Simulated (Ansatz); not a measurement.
# CH3ClF2MoOS: the cost of one run

Computed with Ansatz 0.2.0, Gaussian basis. Level: the settings change from run to run.

### 1 The molecule

The structure was relaxed beforehand with PBE0-D4 in a triple-zeta def2 set. Mo takes a core potential in def2 sets; no spin-orbit term is included.

10 atoms, charge 0, spin multiplicity 1.

Atoms are counted from 1 here; the program's logs count them from 0.

Bond lengths: C1–O2 1.397 Å, C1–H8 1.096 Å, C1–H9 1.091 Å, C1–H10 1.094 Å, O2–Mo3 1.822 Å, Mo3–F4 1.855 Å, Mo3–F5 1.845 Å, Mo3–S6 2.073 Å, Mo3–Cl7 2.300 Å. Angles: O2–C1–H8 108.6°, O2–C1–H9 108.6°, O2–C1–H10 110.3°, H8–C1–H9 109.9°, H8–C1–H10 109.6°, H9–C1–H10 109.8°, C1–O2–Mo3 140.5°, O2–Mo3–F4 89.1°, O2–Mo3–F5 152.0°, O2–Mo3–S6 103.8°, O2–Mo3–Cl7 86.3°, F4–Mo3–F5 83.9°, F4–Mo3–S6 108.7°, F4–Mo3–Cl7 144.3°, F5–Mo3–S6 104.1°, F5–Mo3–Cl7 83.8°, S6–Mo3–Cl7 106.8°.

### 2 RPA/def2-TZVPD

This run has high accuracy.

in.yaml reads:

```yaml
crystal:
  periodic: [false, false, false]
  atoms:
    - {symbol: C, position_ang: [0.440022, -1.674098, 0.085275]}
    - {symbol: O, position_ang: [-0.192013, -0.504855, 0.513998]}
    - {symbol: Mo, position_ang: [-0.446703, 1.224781, 0.001557]}
    - {symbol: F, position_ang: [-1.971912, 0.699211, -0.914816]}
    - {symbol: F, position_ang: [-0.396710, 2.575631, -1.254659]}
    - {symbol: S, position_ang: [-1.019123, 2.180026, 1.749845]}
    - {symbol: Cl, position_ang: [1.845875, 1.369793, -0.113923]}
    - {symbol: H, position_ang: [1.498679, -1.454378, -0.094646]}
    - {symbol: H, position_ang: [0.345247, -2.428905, 0.867865]}
    - {symbol: H, position_ang: [-0.020362, -2.038404, -0.837495]}
basis:
  gaussian: {orbitals: def2-TZVPD}
hamiltonian: {xc: {name: PBE0}}
correlation: {method: rpa}
accuracy: high
```

The run is started by

```
ansatz run in.yaml --threads 4 --pin off --events-out ev --progress --plain --max-ram 11315MiB
```

What time and memory should one allow on 4 threads of Arm Neoverse V2, shared host?

About 67 s, with a peak of 3.9 GiB.
